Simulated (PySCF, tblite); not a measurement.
# C5H14BNO: geometry, infrared bands and NMR shifts

What infrared bands and NMR shifts should C5H14BNO (`C[N+]1(C)[BH2-][C@H](O)CC1`) show?

Computed with tblite 0.8.0 and PySCF 2.14.0, with density-fitted response routines of our own, on a single molecule in the gas phase. Atoms count from 0, in the outputs and in this text.

## Step 1: The molecule as given

22 atoms, charge 0, multiplicity 1; geometry from: force field or distance geometry start.

Bonds of the start (Å): C0–N1 1.46, N1–C2 1.42, N1–B3 1.54, B3–C4 1.60, C4–O5 1.37, C4–C6 1.54, C6–C7 1.50, C7–N1 1.43, C0–H8 1.11, C0–H9 1.13, C0–H10 1.11, C2–H11 1.11, C2–H12 1.13, C2–H13 1.09, B3–H14 1.18, B3–H15 1.17, C4–H16 1.10, O5–H17 0.98, C6–H18 1.09, C6–H19 1.12, C7–H20 1.11, C7–H21 1.11.

## Step 2: Geometry optimisation with GFN2-xTB

Job settings and geometry (Å):

```
{"job": {"kind": "relax", "xc": "GFN2-xTB", "basis": "xTB"}, "charge": 0, "multiplicity": 1}
C     -1.349600    -1.147100     0.269600
N     -0.701000     0.134100    -0.011300
C     -1.683800     1.157100     0.103500
B      0.428600     0.286100     1.030100
C      1.527800    -0.625500     0.301800
O      2.773100    -0.545300     0.857500
C      1.443700     0.059100    -1.073800
C     -0.035600     0.152000    -1.279700
H     -0.787000    -1.765600     0.993000
H     -2.341300    -0.907300     0.762300
H     -1.542800    -1.714500    -0.667500
H     -1.508600     1.926800    -0.680600
H     -2.676600     0.690500    -0.158200
H     -1.697700     1.614900     1.097800
H      0.138100    -0.110500     2.103900
H      0.807000     1.395300     1.011600
H      1.154600    -1.645500     0.148900
H      2.843800     0.011600     1.660300
H      1.977700    -0.497500    -1.846200
H      1.904200     1.068000    -0.903400
H     -0.276400     1.123400    -1.757800
H     -0.408600    -0.640900    -1.962600
```

Started as:

```bash
$ OMP_NUM_THREADS=1 python probes_run.py task.json out
```

The driver reads the jobs from task.json and runs them one after another.

The log of the run:

```text
step      E/eV     max force
  0    -708.43452    2.621
  1    -708.77008    0.990
  2    -708.87690    0.758
  3    -708.97804    0.755
  4    -709.05441    0.494
  5    -709.09067    0.421
  6    -709.10956    0.418
  7    -709.13021    0.342
  8    -709.14669    0.327
  9    -709.15898    0.219
 10    -709.16811    0.205
 11    -709.17786    0.235
 12    -709.19100    0.388
 13    -709.20645    0.429
 14    -709.22094    0.311
 15    -709.23511    0.300
 16    -709.25091    0.325
 17    -709.26771    0.395
 18    -709.28575    0.350
 19    -709.30422    0.271
 20    -709.32326    0.285
 21    -709.34443    0.387
 22    -709.36685    0.390
 23    -709.38720    0.386
 24    -709.40623    0.351
 25    -709.40969    0.498
 26    -709.43584    0.513
 27    -709.44889    0.282
 28    -709.47372    0.246
 29    -709.48307    0.248
 30    -709.49343    0.231
 31    -709.50129    0.215
 32    -709.50964    0.207
 33    -709.51740    0.250
 34    -709.52357    0.164
 35    -709.52624    0.169
 36    -709.52876    0.111
 37    -709.53029    0.081
 38    -709.53276    0.088
 39    -709.53399    0.079
 40    -709.53541    0.067
 41    -709.53626    0.060
 42    -709.53701    0.058
 43    -709.53764    0.060
 44    -709.53819    0.059
 45    -709.53859    0.050
 46    -709.53890    0.035
 47    -709.53920    0.035
 48    -709.53953    0.037
 49    -709.53985    0.036
 50    -709.54010    0.031
 51    -709.54028    0.033
 52    -709.54045    0.036
 53    -709.54065    0.038
 54    -709.54093    0.038
 55    -709.54123    0.035
 56    -709.54147    0.031
 57    -709.54164    0.026
 58    -709.54179    0.026
 59    -709.54194    0.022
 60    -709.54211    0.030
 61    -709.54228    0.037
 62    -709.54245    0.034
 63    -709.54264    0.029
 64    -709.54286    0.030
 65    -709.54306    0.031
 66    -709.54322    0.032
 67    -709.54337    0.032
 68    -709.54355    0.040
 69    -709.54382    0.039
 70    -709.54418    0.045
 71    -709.54462    0.053
 72    -709.54515    0.055
 73    -709.54568    0.057
 74    -709.54619    0.056
 75    -709.54666    0.066
 76    -709.54728    0.053
 77    -709.54819    0.088
 78    -709.54962    0.115
 79    -709.55165    0.116
 80    -709.55460    0.202
 81    -709.55506    0.225
 82    -709.56160    0.116
 83    -709.56461    0.106
 84    -709.56885    0.120
 85    -709.57131    0.140
 86    -709.57686    0.178
 87    -709.58062    0.226
 88    -709.58281    0.197
 89    -709.58613    0.114
 90    -709.58832    0.098
 91    -709.59206    0.115
 92    -709.59489    0.148
 93    -709.59768    0.142
 94    -709.59993    0.089
 95    -709.60203    0.111
 96    -709.60433    0.127
 97    -709.60642    0.124
 98    -709.60795    0.084
 99    -709.60883    0.059
100    -709.60986    0.088
101    -709.61102    0.105
102    -709.61228    0.071
103    -709.61352    0.084
104    -709.61457    0.080
105    -709.61540    0.098
106    -709.61651    0.100
107    -709.61754    0.074
108    -709.61868    0.076
109    -709.62003    0.128
110    -709.62175    0.162
111    -709.62378    0.139
112    -709.62581    0.099
113    -709.62736    0.070
114    -709.62836    0.075
115    -709.62912    0.090
116    -709.62987    0.067
117    -709.63086    0.076
118    -709.63186    0.093
119    -709.63290    0.094
120    -709.63370    0.069
121    -709.63449    0.058
122    -709.63555    0.094
123    -709.63699    0.132
124    -709.63840    0.132
125    -709.63949    0.067
126    -709.64035    0.063
127    -709.64101    0.068
128    -709.64170    0.070
129    -709.64231    0.045
130    -709.64279    0.034
131    -709.64320    0.037
132    -709.64373    0.035
133    -709.64406    0.035
134    -709.64438    0.033
135    -709.64464    0.027
136    -709.64483    0.032
137    -709.64498    0.025
138    -709.64511    0.026
139    -709.64521    0.024
140    -709.64529    0.021
141    -709.64534    0.017
142    -709.64537    0.009
```

Wall time 3.1 s (1 thread of Intel Xeon at 2.50GHz, shared host); peak memory 0.18 GiB.

The steps of the relaxation: (not every step is listed)

```tsv
step	energy from step 0 (eV)	largest force (eV/Å)
0	0.0000	2.6212
1	-0.3356	0.9905
2	-0.4424	0.7585
3	-0.5435	0.7546
4	-0.6199	0.4945
5	-0.6562	0.4205
6	-0.6750	0.4179
7	-0.6957	0.3424
8	-0.7122	0.3268
20	-0.8887	0.2853
32	-1.0751	0.2071
44	-1.1037	0.0592
56	-1.1069	0.0305
68	-1.1090	0.0399
80	-1.1201	0.2022
92	-1.1604	0.1483
104	-1.1800	0.0805
116	-1.1953	0.0671
128	-1.2072	0.0703
137	-1.2105	0.0249
138	-1.2106	0.0256
139	-1.2107	0.0239
140	-1.2108	0.0215
141	-1.2108	0.0166
142	-1.2108	0.0087
```

Distances of close pairs at the start and the end, largest changes first:

```tsv
bond	before (Å)	after (Å)	change (Å)
N1–B3	1.544	1.643	+0.099
C4–O5	1.366	1.427	+0.061
C0–H9	1.133	1.088	-0.045
N1–C7	1.432	1.470	+0.038
B3–C4	1.603	1.640	+0.037
N1–C2	1.423	1.458	+0.035
C2–H12	1.128	1.094	-0.034
C6–H19	1.122	1.090	-0.032
```

The end geometry stands in the next job.

## Step 3: Vibrational analysis with GFN2-xTB

Job settings and geometry (Å):

```
{"job": {"kind": "ir", "xc": "GFN2-xTB", "basis": "xTB"}, "charge": 0, "multiplicity": 1}
C     -1.377458    -1.171235     0.039043
N     -0.740500     0.143350     0.021021
C     -1.769870     1.171875     0.115860
B      0.381848     0.249381     1.216594
C      1.659880    -0.492010     0.505145
O      2.913238     0.157227     0.712571
C      1.320717    -0.538609    -1.012595
C      0.064057     0.305324    -1.199030
H     -0.616074    -1.944767     0.042914
H     -1.969869    -1.272669     0.945588
H     -2.027759    -1.301843    -0.830899
H     -1.307326     2.156356     0.117363
H     -2.470636     1.105561    -0.721387
H     -2.314507     1.051429     1.050218
H     -0.054162    -0.280765     2.184698
H      0.593387     1.414984     1.379298
H      1.838399    -1.514969     0.854319
H      2.736032     1.087541     0.882958
H      1.155440    -1.561852    -1.352901
H      2.151577    -0.131995    -1.588761
H      0.337562     1.359225    -1.275158
H     -0.514386     0.027845    -2.087708
```

The log of the run:

```text
mode    cm-1     km/mol
  1      59.0      0.31
  2     181.7      0.49
  3     227.6      0.25
  4     252.3     19.70
  5     270.1     76.53
  6     293.3     16.91
  7     297.6     18.35
  8     374.8      5.90
  9     417.4      2.59
 10     448.7      6.01
 11     449.1      2.16
 12     514.3      1.32
 13     587.1      4.39
 14     659.2     31.21
 15     781.5      7.19
 16     807.3     13.27
 17     879.8     21.54
 18     905.3      9.90
 19     954.9      8.69
 20     998.7     53.04
 21    1015.7      7.12
 22    1022.8     10.34
 23    1028.1      3.60
 24    1070.4      0.98
 25    1073.0     82.61
 26    1088.4     35.70
 27    1103.7     81.17
 28    1141.6     31.78
 29    1146.0     18.42
 30    1189.1     15.46
 31    1224.0      3.56
 32    1247.1     48.72
 33    1252.3     27.03
 34    1255.7     16.86
 35    1275.4     22.49
 36    1303.3      0.68
 37    1334.4      3.51
 38    1362.3     51.38
 39    1406.6      2.56
 40    1424.6      3.21
 41    1461.2      1.43
 42    1473.9      0.55
 43    1477.1      5.97
 44    1482.0      6.21
 45    1491.1     17.23
 46    1503.5      3.77
 47    2411.5    228.90
 48    2497.9    208.51
 49    2917.5     68.83
 50    2918.7     56.81
 51    2956.0      9.98
 52    2959.8     89.60
 53    2975.3     26.79
 54    2988.3     65.86
 55    3009.1     27.85
 56    3032.9      6.58
 57    3040.0     22.81
 58    3041.1     18.15
 59    3071.1      8.84
 60    3557.7     15.51
```

It took 2.1 s on 1 thread of Intel Xeon at 2.50GHz, shared host; peak memory 0.18 GiB.

The strongest bands and the atoms that carry them (share of the mass-weighted mode):

```tsv
cm⁻¹	km/mol	atoms
270	76.5	H17 56 %
1073	82.6	H13 14 %, H12 10 %
1104	81.2	C4 18 %
2412	228.9	H15 92 %
2498	208.5	H14 92 %
2918	68.8	H16 91 %
2960	89.6	H12 68 %, H10 24 %
2988	65.9	H20 68 %, H18 24 %
```

## Step 4: Nuclear shieldings: PBE0/pcSseg-1

Same as in step 3 but for these lines:

```diff
@@ -1,2 +1,2 @@
-{"job": {"kind": "ir", "xc": "GFN2-xTB", "basis": "xTB"}, "charge": 0, "multiplicity": 1}
+{"job": {"kind": "nmr", "xc": "PBE0", "basis": "pcSseg-1"}, "charge": 0, "multiplicity": 1}
 C     -1.377458    -1.171235     0.039043
```

Level: GIAO PBE0/pcSseg-1 NMR shielding, non-relativistic, gas phase.

The log of the run:

```text
coarse grid: 17344 points
cycle   1  E = -353.1421963085  dE =  9.577e-01  |g| = 7.121e-01  |ddm| = 3.915e+00
cycle   2  E = -353.0807807086  dE =  6.142e-02  |g| = 9.512e-01  |ddm| = 1.679e+00
cycle   3  E = -353.2524532599  dE = -1.717e-01  |g| = 1.076e-01  |ddm| = 1.026e+00
cycle   4  E = -353.2547375689  dE = -2.284e-03  |g| = 4.082e-02  |ddm| = 1.312e-01
cycle   5  E = -353.2551327244  dE = -3.952e-04  |g| = 8.596e-03  |ddm| = 4.493e-02
cycle   6  E = -353.2551477791  dE = -1.505e-05  |g| = 2.999e-03  |ddm| = 1.049e-02
cycle   7  E = -353.2551498484  dE = -2.069e-06  |g| = 3.581e-04  |ddm| = 2.555e-03
final grid: 164656 points
cycle   8  E = -353.3114638688  dE = -7.975e-05  |g| = 1.203e-02  |ddm| = 4.634e-02
cycle   9  E = -353.3114403598  dE =  2.351e-05  |g| = 1.622e-02  |ddm| = 2.252e-02
cycle  10  E = -353.3114969603  dE = -5.660e-05  |g| = 1.756e-03  |ddm| = 1.317e-02
cycle  11  E = -353.3114975463  dE = -5.860e-07  |g| = 2.808e-04  |ddm| = 1.436e-03
cycle  12  E = -353.3114975606  dE = -1.432e-08  |g| = 7.410e-05  |ddm| = 2.699e-04
cycle  13  E = -353.3114975615  dE = -9.402e-10  |g| = 3.553e-05  |ddm| = 8.440e-05
cycle  14  E = -353.3114975618  dE = -2.836e-10  |g| = 5.533e-06  |ddm| = 3.379e-05
converged SCF energy = -353.3114975618

GIAO shielding tensors (ppm)
atom      isotropic    diamagn.    paramagn.     s11        s22        s33       span
  0 C      137.617     249.158    -111.541    102.446    126.663    183.742     81.296
  1 N      198.285     321.972    -123.687    171.925    196.933    225.997     54.073
  2 C      134.647     246.421    -111.774    101.266    118.224    184.451     83.185
  3 B      106.613     190.205     -83.592     87.369     98.614    133.857     46.488
  4 C      116.096     249.515    -133.419     82.418    113.388    152.482     70.064
  5 O      265.970     387.439    -121.470    223.467    276.609    297.832     74.365
  6 C      144.504     249.548    -105.045    107.665    148.499    177.347     69.682
  7 C      122.685     251.262    -128.577     84.866    112.821    170.367     85.501
  8 H       28.927      31.893      -2.967     23.996     28.326     34.457     10.461
  9 H       29.265      30.858      -1.593     25.408     26.686     35.701     10.293
 10 H       29.995      30.993      -0.998     26.163     26.959     36.862     10.699
 11 H       29.010      30.342      -1.332     24.876     26.904     35.249     10.373
 12 H       29.370      29.746      -0.376     25.611     26.386     36.111     10.500
 13 H       28.842      29.727      -0.885     24.985     26.042     35.499     10.514
 14 H       29.276      32.530      -3.254     26.240     28.547     33.042      6.802
 15 H       29.955      33.613      -3.658     26.032     29.836     33.997      7.965
 16 H       27.558      31.664      -4.106     23.085     28.914     30.675      7.590
 17 H       31.066      33.327      -2.261     22.309     30.626     40.263     17.953
 18 H       29.227      32.054      -2.827     25.532     27.928     34.220      8.688
 19 H       29.698      30.852      -1.154     26.270     27.650     35.175      8.905
 20 H       28.606      33.164      -4.558     24.100     28.347     33.371      9.272
 21 H       29.308      32.652      -3.344     24.957     28.186     34.780      9.823
```

It took 98 s on 1 thread of Intel Xeon at 2.50GHz, shared host; peak memory 0.95 GiB.

Shifts follow as δ = σ(reference) − σ, with reference shieldings (ppm) from runs at the same level and on the same kind of geometry: 1H TMS 31.72, 13C TMS 186.9, 15N NH3 267.7, 17O H2O 336.1, 11B BF3·OEt2 100.1. The references are single molecules in the gas phase, so shifts against H2O, NH3, PH3, H3PO4 or CFCl3 are not on the usual liquid scales and can be off by tens of ppm. Atoms listed in one row are averaged.

```tsv
atoms	environment	σ (ppm)	δ (ppm)	δ scaled to CDCl3
C4	sp3 CH bonded to B and O	116.1	70.8	67.2
C7	sp3 CH2 bonded to N	122.7	64.2	60.8
C2	methyl carbon bonded to N	134.6	52.3	49.1
C0	methyl carbon bonded to N	137.6	49.3	46.2
C6	sp3 CH2 in a ring	144.5	42.4	39.5
H16	hydrogen on an sp3 CH bonded to B and O	27.56	4.16	4.03
H20	hydrogen on an sp3 CH2 bonded to N	28.61	3.11	3.04
H11, H12, H13	hydrogen on a methyl carbon bonded to N	29.07	2.64	2.60
H18	hydrogen on an sp3 CH2 in a ring	29.23	2.49	2.45
H14	hydrogen on a boron bonded to C, N, in a 5-membered ring	29.28	2.44	–
H21	hydrogen on an sp3 CH2 bonded to N	29.31	2.41	2.38
H8, H9, H10	hydrogen on a methyl carbon bonded to N	29.40	2.32	2.29
H19	hydrogen on an sp3 CH2 in a ring	29.70	2.02	2.01
H15	hydrogen on a boron bonded to C, N, in a 5-membered ring	29.96	1.76	–
H17	hydrogen on an alcohol oxygen	31.07	0.65	–
N1	donor nitrogen of a Lewis adduct	198.3	69.4	–
B3	boron bonded to C, N, 2 H, in a 5-membered ring	106.6	-6.5	–
O5	alcohol oxygen	266.0	70.1	–
```

The scaled column applies a straight-line fit of computed shieldings to shifts measured in CDCl3 (root-mean-square error 0.16 ppm for H, 1.9 ppm for C).

Charges from the same density, by scheme (e):

```tsv
atoms	Mulliken	IAO	Hirshfeld	ESP fit
C0	-0.07	-0.30	-0.05	-0.43
N1	-0.68	-0.01	0.05	0.31
C2	-0.07	-0.30	-0.05	-0.53
B3	0.06	-0.25	-0.05	-0.29
C4	-0.08	-0.02	-0.03	0.42
O5	-0.47	-0.56	-0.25	-0.70
C6	-0.20	-0.29	-0.09	-0.17
C7	-0.05	-0.16	-0.01	-0.15
```

Mayer bond orders: C0–N1 0.91, N1–C2 0.92, N1–B3 0.57, B3–C4 0.89, C4–O5 0.90, C4–C6 0.97, C6–C7 1.04, C7–N1 0.88.

Ring of atoms N1, B3, C4, C6, C7: NICS(0) -5.0, NICS(1) -3.3, NICS(1)zz -3.4 ppm (means of both faces; NICS(1) differs between them: -4.5 and -2.2).

The two faces differ (NICS(1)zz -0.6 and -6.3 ppm).

## Step 5: Results

| quantity | value |
| --- | --- |
| strongest single infrared mode (GFN2-xTB) | 2412 cm⁻¹, 229 km/mol |
| zero-point energy (GFN2-xTB) | 120.9 kcal/mol |
| 13C shifts against TMS (PBE0/pcSseg-1) | 70.8, 64.2, 52.3, 49.3, 42.4 ppm |
| 1H shifts against TMS (PBE0/pcSseg-1, means over atoms taken as alike) | 4.16, 3.11, 2.64, 2.49, 2.44, 2.41, 2.32, 2.02, 1.76, 0.65 ppm |
| 15N shifts against NH3 (PBE0/pcSseg-1) | 69.4 ppm |
| 11B shifts against BF3·OEt2 (PBE0/pcSseg-1) | -6.5 ppm |
| 17O shifts against H2O (PBE0/pcSseg-1) | 70.1 ppm |

What this shows: The optimisation took 142 steps and gained 1.211 eV; among the close pairs (by a distance rule), N1–B3 changed most, from 1.544 to 1.643 Å. All 60 modes are real, so the xTB geometry is a minimum. The strongest single mode, at 2412 cm⁻¹, moves mainly H15. Unscaled tight-binding wavenumbers are off by several per cent, some by more. Its intensities can rank the bands wrongly. C4 (sp3 CH bonded to B and O) lies farthest downfield among carbon, at 70.8 ppm; deshielded by the electronegative neighbour. The most deshielded hydrogen is H16 (hydrogen on an sp3 CH bonded to B and O), at 4.16 ppm: its carbon carries O, which withdraws density.
